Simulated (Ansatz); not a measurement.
# Ge6Mo2W: the cost of one run

Method: DFT PBE, scalar-relativistic, plane waves, PAW, in Ansatz 0.2.0.

**1. The structure to begin with**

Symmetry: I4/mmm, No. 139, tetragonal system. The conventional cell has a = 3.575 Å, b = 3.575 Å, c = 26.445 Å, α = 90.00°, β = 90.00°, γ = 90.00°. Around Ge (site symmetry 4mm) lie 5 Ge at 2.85 to 2.97 Å and 4 W at 2.90 Å and 1 Mo at 2.98 Å. Ge (site symmetry 4mm) has 5 Ge at 2.85 to 2.97 Å and 5 Mo at 2.90 to 2.98 Å as nearest neighbours. Around Ge (site symmetry 4mm) lie 5 Ge at 2.85 to 2.97 Å and 4 Mo at 2.90 Å and 1 W at 2.98 Å. Around Mo (site symmetry 4mm) lie 10 Ge at 2.90 to 2.98 Å. Around W (site symmetry 4/mmm) lie 10 Ge at 2.90 to 2.98 Å.

Structure file:

```xyz
9
Lattice="-1.7876 1.7876 13.2227 1.7876 -1.7876 13.2227 1.7876 1.7876 -13.2227" Properties=species:S:1:pos:R:3 pbc="T T T"
Ge    0.0000    0.0000    1.4252
Ge    0.0000    0.0000   19.0555
Ge    0.0000    0.0000   10.2403
Ge    0.0000    0.0000   25.0203
Ge    0.0000    0.0000   16.2051
Ge    0.0000    0.0000    7.3900
Mo    0.0000    0.0000   22.0379
Mo    0.0000    0.0000    4.4076
W     0.0000    0.0000   13.2227
```

The start is an ordering of an alloy on its end members' structure types: elements ordered on the sites of the Ge2Mo type, Mo/W on Mo (I4/mmm, No. 139).

**2. A first look at the guess**

Input file input.yaml:

```yaml
crystal:
  lattice:
    - [-1.7876055, 1.7876055, 13.22274129]
    - [1.7876055, -1.7876055, 13.22274129]
    - [1.7876055, 1.7876055, -13.22274129]
  atoms:
    - { symbol: Ge, position: [0.05389142, 0.05389142, 0.0] }
    - { symbol: Ge, position: [0.72055809, 0.72055809, 0.0] }
    - { symbol: Ge, position: [0.38722475, 0.38722475, 0.0] }
    - { symbol: Ge, position: [0.94610858, 0.94610858, 0.0] }
    - { symbol: Ge, position: [0.61277525, 0.61277525, 0.0] }
    - { symbol: Ge, position: [0.27944191, 0.27944191, 0.0] }
    - { symbol: Mo, position: [0.83333333, 0.83333333, 0.0] }
    - { symbol: Mo, position: [0.16666667, 0.16666667, 0.0] }
    - { symbol: W, position: [0.5, 0.5, 0.0] }
basis:
  ecutwfc: 420
kpoints:
  mp_grid: { grid: [6, 6, 6] }
hamiltonian:
  xc: pbe
scf:
  occupations: { method: gaussian, width: 0.1 }
  lower_state_search: "off"
output:
  forces: true
  stress: true
  eigenvalues: true
```

Command:

```
$ ansatz run input.yaml --threads 4 --pin off --max-ram 8192MiB --backend cpu --events-out ev --progress --plain --runs-dir out
```

What time and memory should one allow on 4 threads of Intel Xeon at 2.70GHz, shared host?

About 9.7 s, with a peak of 0.79 GiB.
